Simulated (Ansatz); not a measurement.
Crystal: KZr2.

```xyz
3
Lattice="0.0000 3.5791 3.5791 3.5791 0.0000 3.5791 3.5791 3.5791 0.0000" Properties=species:S:1:pos:R:3 pbc="T T T"
K     0.0000    0.0000    0.0000
Zr    1.7896    1.7896    1.7896
Zr    5.3687    5.3687    5.3687
```

The cell was built by a generator and needn't be a form met in nature.

Base run:

| Item | Value |
| --- | --- |
| Program | Ansatz 0.2.0 |
| Functional | RPBE |
| Potentials or basis | Ansatz PAW |
| Cutoff | 420 eV |
| Density cutoff | 1680 eV |
| k mesh | 7 × 7 × 7 |
| Occupations | fermi-dirac, width 0.05 eV |
| Spin | no spin polarisation |

Its results: band gap on the k mesh none (metal or under the smearing width); pressure 1.5 GPa.

The run is repeated on the same cell with these changes: functional from RPBE to r2SCAN; cutoff from 420 eV to 500 eV; density cutoff from 1680 eV to 2000 eV. What comes out?

Band gap on the k mesh none (metal or under the smearing width); pressure -0.4 GPa.

Caveats: the PAW data sets come from PBE, with cores solved anew for the run's functional, which leaves a small shift of forces and pressure; the potentials were made for another functional, which shifts forces and pressure (some runs).

Not every run made on this cell is shown here.
